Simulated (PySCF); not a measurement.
# [PbBr3]+: other functionals and bases at one geometry

An exercise on one series of results from a longer session: the logs are not shown, and one member is left open.

Program: PySCF 2.14.0. Level of theory: several levels, as the steps say, no spin–orbit coupling. These are calculated values, not measurements.

2 further runs of the same task are left out: 2 for a known fault of the program.

### Where the work starts

4 atoms, charge 1, spin multiplicity 1.

Bond lengths: Pb1–Br2 2.500 Å, Pb1–Br3 2.500 Å, Pb1–Br4 2.501 Å. Angles: Br2–Pb1–Br3 120.4°, Br2–Pb1–Br4 119.8°, Br3–Pb1–Br4 119.8°.

Coordinates:

```
Pb    0.1781    0.0000    0.0000
Br   -1.0645    0.0000    2.1696
Br   -1.0645    0.0000   -2.1696
Br    2.6795    0.0000    0.0000
```

Formal oxidation states: Pb +4. An earlier session relaxed this geometry at PBE0, Pb def2-SVP with ECP60, Br def2-SVP (singlet, point group D3h).

At PBE0 on the finer grid: E = -7913.291529 Eh, HOMO -13.88 eV, LUMO -10.26 eV, Mulliken charge on Pb1 +0.94 e, largest force component 0.021 eV/Å. 

Levels to run: BP86; TPSS; revPBE; HF; PBE0, TZVP; PBE0, x2c-SVP. Hardware: 2 threads of Arm Neoverse V1, shared host.

Set-up of the first run:

The input, run.py (the lines that set the calculation):

```python
mol = gto.M(atom='''
Pb     0.17807     0.00000     0.00000
Br    -1.06446     0.00000     2.16957
Br    -1.06446     0.00000    -2.16957
Br     2.67952     0.00000     0.00000''',
    basis={'Pb': 'def2-SVP', 'Br': 'def2-SVP'},
    ecp={'Pb': 'def2-SVP'},
    charge=1, spin=0)
mf = dft.RKS(mol, xc='B88,P86')
mf.grids.atom_grid = (75, 302)
mf = mf.density_fit()  # fitting sets: Pb def2-universal-JKFIT, Br def2-universal-JKFIT
mf.conv_tol = 1e-08; mf.max_cycle = 55
mf.kernel(dm0)  # dm0: the density of the relaxed state
```

The run is started by

```
$ OMP_NUM_THREADS=2 python run.py
```

Steps of the session up to this table: BP86; TPSS; revPBE; HF; PBE0, TZVP; PBE0, x2c-SVP.

One table of the session follows, with a row left open; its other results are not shown here.

```
              level  HOMO (eV)  gap (eV)  charge on Pb1 (e)  largest force component (eV/Å)
PBE0 (relaxed here)     -13.88      3.62               0.94                            0.02
               BP86     -12.64      1.66               0.82                            0.48
               TPSS          ?         ?                  ?                               ?
             revPBE     -12.47      1.71               0.86                            0.58
                 HF     -16.87      9.77               1.20                            0.22
         PBE0, TZVP     -13.87      3.73               1.05                            0.38
      PBE0, x2c-SVP     -13.84      3.58               1.01                            0.25
```

Estimate the missing values for TPSS.

As computed: HOMO (eV): -12.68; gap (eV): 1.82; charge on Pb1 (e): 0.90; largest force component (eV/Å): 0.36. In the column «HOMO (eV)» it lies between PBE0, x2c-SVP (-13.84) and BP86 (-12.64).

In one basis the HOMO–LUMO gap runs from 1.66 eV (BP86) to 9.77 eV (HF). The largest leftover force, 0.58 eV/Å with revPBE, stands at a geometry relaxed at another level. Total energies of different levels can't be compared.
